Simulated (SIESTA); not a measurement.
Here is a SIESTA 5.4.2 calculation.

MgTiNbO4.fdf

```
SystemName                      MgTiNbO4
SystemLabel                     MgTiNbO4
NumberOfSpecies                 4
NumberOfAtoms                   7
%block ChemicalSpeciesLabel
  1  41 Nb
  2  22 Ti
  3  12 Mg
  4   8 O
%endblock ChemicalSpeciesLabel

LatticeConstant                 1.0 Ang
%block LatticeVectors
     4.7102639963    -2.1029487473     0.0000000000
     4.7102639963     2.1029487473     0.0000000000
    -1.8668007880     0.0000000000     3.7667838392
%endblock LatticeVectors
AtomicCoordinatesFormat         Fractional
%block AtomicCoordinatesAndAtomicSpecies
     0.0084910000     0.0084910000     0.0092840000  1  Nb
     0.7585610000     0.7585610000     0.2571020000  2  Ti
     0.5085310000     0.5085310000     0.5094150000  3  Mg
     0.2664070000     0.2664070000     0.2655550000  4  O
     0.5079740000     0.5079740000     0.0086320000  4  O
     0.7505665000     0.7505665000     0.7497030000  4  O
     0.0089950000     0.0089950000     0.5098340000  4  O
%endblock AtomicCoordinatesAndAtomicSpecies

%block kgrid.MonkhorstPack
    7   0   0  0.0
    0   7   0  0.0
    0   0   7  0.0
%endblock kgrid.MonkhorstPack
XC.Functional                   GGA
XC.Authors                      PBE
PAO.BasisSize                   DZP
PAO.EnergyShift                 0.003 Ry
Mesh.Cutoff                     800 Ry
OccupationFunction              FD
ElectronicTemperature           0.05 eV
MaxSCFIterations                120
SCF.MustConverge                false
SCF.Mixer.Method                Pulay
SCF.Mixer.Weight                0.25
SCF.Mixer.History               8
SCF.DM.Tolerance                5.0e-05
SCF.H.Tolerance                 1.0e-03 eV
WriteForces                     true
Charge.Mulliken                 end
%block PAO.Basis
  Nb 5
  n=4 0 2
    3.366 0.000
  n=5 0 2
    9.205 0.000
  n=4 1 2
    3.905 0.000
  n=5 1 1
    9.205
  n=4 2 2
    7.356 0.000
  Ti 5
  n=3 0 2
    3.144 0.000
  n=4 0 2
    8.756 0.000
  n=3 1 2
    3.568 0.000
  n=4 1 1
    8.756
  n=3 2 2
    6.267 0.000
  Mg 4
  n=2 0 2
    2.604 0.000
  n=3 0 2
    8.245 0.000
  n=2 1 2
    2.943 0.000
  n=3 1 1
    8.245
%endblock PAO.Basis
```

Potentials or basis: PseudoDojo 0.4 standard (PBE files), DZP (energy shift 0.003 Ry; two zetas on semicore shells).

Launch:

```bash
$ siesta MgTiNbO4.fdf > MgTiNbO4.out 2>&1
```

Estimate the band gap on the k mesh.

none (metal or under the smearing width).

Estimate the largest force.

0.130 eV/Å.

Stress tensor (GPa, compression positive):
```
 1.63  0.00 -0.63
 0.00  2.60  0.00
-0.63  0.00  2.47
```

Caveat: the basis of atomic orbitals isn't converged, which shifts pressures, moduli and gaps; an odd number of electrons without spin polarisation forces a metal; a magnetic or distorted state may lie lower; semilocal functionals often make such compounds metallic where correlation or magnetic order opens a gap, which also shifts bond lengths.
